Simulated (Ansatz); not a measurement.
**CH7FSiSn: one species, many methods**

The task here is to estimate one member of a computed series from the others.

Method: functionals in def2-TZVPP, the program's frozen cores in correlated methods; program: Ansatz 0.2.0, Gaussian basis.

Plan: PBE-D4, r2SCAN-D4, PBE0-D4, B3LYP-D4, ωB97X-V, ωB97M-V, B2PLYP; CCSD(T)/def2-TZVPP; MP2/def2-QZVPP; extrapolation to the limit.

### The geometry

The geometry comes from an earlier relaxation with PBE0-D4 in a triple-zeta def2 set; it is a stationary point, not always the lowest conformer. Sn takes the def2 core potential; no spin-orbit term is included.

SMILES `C[SiH](F)[SnH3]`, 11 atoms, charge 0, spin multiplicity 1.

Atoms are counted from 1 here; the program's logs count them from 0.

Bond lengths: C1–Si2 1.859 Å, C1–H5 1.092 Å, C1–H6 1.093 Å, C1–H7 1.094 Å, Si2–F3 1.610 Å, Si2–Sn4 2.571 Å, Si2–H8 1.489 Å, Sn4–H9 1.709 Å, Sn4–H10 1.707 Å, Sn4–H11 1.711 Å. Angles: Si2–C1–H5 111.4°, Si2–C1–H6 110.7°, Si2–C1–H7 109.8°, H5–C1–H6 108.6°, H5–C1–H7 108.2°, H6–C1–H7 108.2°, C1–Si2–F3 108.8°, C1–Si2–Sn4 112.5°, C1–Si2–H8 110.2°, F3–Si2–Sn4 108.1°, F3–Si2–H8 106.7°, Sn4–Si2–H8 110.4°, Si2–Sn4–H9 111.1°, Si2–Sn4–H10 111.9°, Si2–Sn4–H11 110.0°, H9–Sn4–H10 108.2°, H9–Sn4–H11 107.5°, H10–Sn4–H11 107.9°.

The first run:

Input file in.yaml:

```yaml
crystal:
  periodic: [false, false, false]
  atoms:
    - {symbol: C, position_ang: [-0.946537, 1.491530, -0.394014]}
    - {symbol: Si, position_ang: [0.588409, 0.453452, -0.544811]}
    - {symbol: F, position_ang: [1.836915, 1.287793, 0.036144]}
    - {symbol: Sn, position_ang: [0.418332, -1.749258, 0.769686]}
    - {symbol: H, position_ang: [-1.172849, 1.717787, 0.649975]}
    - {symbol: H, position_ang: [-0.830207, 2.432913, -0.936754]}
    - {symbol: H, position_ang: [-1.799872, 0.955824, -0.819609]}
    - {symbol: H, position_ang: [0.885918, 0.180107, -1.977628]}
    - {symbol: H, position_ang: [0.074297, -1.457708, 2.418022]}
    - {symbol: H, position_ang: [1.859977, -2.658288, 0.678682]}
    - {symbol: H, position_ang: [-0.848884, -2.710953, 0.140906]}
basis:
  gaussian: {orbitals: def2-TZVPP}
hamiltonian: {xc: pbe, dispersion: d4}
output: {forces: true, orbitals: {seedname: orbitals}}
```

Command:

```
$ ansatz run in.yaml --threads 4 --pin off --events-out ev --progress --plain --max-ram 10444MiB
```

Steps of the session up to this table: PBE-D4 (GGA); r2SCAN-D4 (meta-GGA); PBE0-D4 (hybrid); B3LYP-D4 (hybrid); ωB97X-V (range-separated); ωB97M-V (range-separated); B2PLYP (double hybrid); CCSD(T) in def2-TZVPP; MP2 in def2-QZVPP.

One of the session's tables, all rows but one given; the rest of the session is left out.

It belongs to the step «Atomisation energies». 

```
            method  atomisation energy (kJ/mol)
            PBE-D4                       3502.9
         r2SCAN-D4                       3507.8
           PBE0-D4                       3475.4
          B3LYP-D4                       3497.3
           ωB97X-V                       3534.5
           ωB97M-V                       3511.1
            B2PLYP                       3457.8
     HF/def2-TZVPP                       2632.7
    MP2/def2-TZVPP                            ?
   CCSD/def2-TZVPP                       3405.2
CCSD(T)/def2-TZVPP                       3442.7
           MP2/CBS                       3520.0
       CCSD(T)/CBS                       3530.3
```

**Question.** Estimate the row for MP2/def2-TZVPP.

The run gave: atomisation energy (kJ/mol): 3432.3. In the column «atomisation energy (kJ/mol)» it lies between CCSD/def2-TZVPP (3405.2) and CCSD(T)/def2-TZVPP (3442.7).
